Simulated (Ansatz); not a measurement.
# C2H6INSi: the cost of one run

The runs use Ansatz 0.2.0, Gaussian basis; functionals in def2-TZVPP, the program's frozen cores in correlated methods.

The runs, in order: PBE-D4, r2SCAN-D4, PBE0-D4, B3LYP-D4, ωB97X-V, ωB97M-V, B2PLYP; CCSD(T)/def2-TZVPP; MP2/def2-QZVPP; extrapolation to the limit.

**1. The relaxed structure**

All runs share one geometry, relaxed beforehand with PBE0-D4 in a triple-zeta def2 set. I takes the def2 core potential; no spin-orbit term is included.

SMILES `N=C([SiH3])CI`, 11 atoms, charge 0, spin multiplicity 1.

Atoms are counted from 1 here; the program's logs count them from 0.

Bond lengths: N1–C2 1.270 Å, N1–H6 1.025 Å, C2–Si3 1.905 Å, C2–C4 1.495 Å, Si3–H7 1.487 Å, Si3–H8 1.483 Å, Si3–H9 1.482 Å, C4–I5 2.150 Å, C4–H10 1.090 Å, C4–H11 1.089 Å. Angles: C2–N1–H6 111.9°, N1–C2–Si3 115.9°, N1–C2–C4 123.7°, Si3–C2–C4 120.4°, C2–Si3–H7 109.4°, C2–Si3–H8 109.8°, C2–Si3–H9 108.0°, H7–Si3–H8 109.3°, H7–Si3–H9 110.0°, H8–Si3–H9 110.2°, C2–C4–I5 109.5°, C2–C4–H10 112.6°, C2–C4–H11 112.4°, I5–C4–H10 106.6°, I5–C4–H11 104.5°, H10–C4–H11 110.6°.

**2. PBE-D4 (GGA)**

The input, in.yaml:

```yaml
crystal:
  periodic: [false, false, false]
  atoms:
    - {symbol: N, position_ang: [-0.202034, 1.474598, 0.986639]}
    - {symbol: C, position_ang: [0.033414, 0.465532, 0.251954]}
    - {symbol: Si, position_ang: [-0.382259, -1.231714, 1.011841]}
    - {symbol: C, position_ang: [0.597207, 0.558044, -1.129437]}
    - {symbol: I, position_ang: [-0.838120, -0.192385, -2.542908]}
    - {symbol: H, position_ang: [0.016036, 2.354758, 0.507972]}
    - {symbol: H, position_ang: [0.371867, -2.293612, 0.293593]}
    - {symbol: H, position_ang: [-1.836513, -1.494737, 0.891003]}
    - {symbol: H, position_ang: [0.015673, -1.203861, 2.438841]}
    - {symbol: H, position_ang: [0.818544, 1.583852, -1.424465]}
    - {symbol: H, position_ang: [1.471484, -0.077476, -1.264235]}
basis:
  gaussian: {orbitals: def2-TZVPP}
hamiltonian: {xc: pbe, dispersion: d4}
output: {forces: true, orbitals: {seedname: orbitals}}
```

Run with:

```bash
$ ansatz run in.yaml --threads 4 --pin off --events-out ev --progress --plain --max-ram 10444MiB
```

Q: Estimate wall time and peak memory on 4 threads of Arm Neoverse V1, shared host.

About 3.6 s, with a peak of 0.39 GiB.
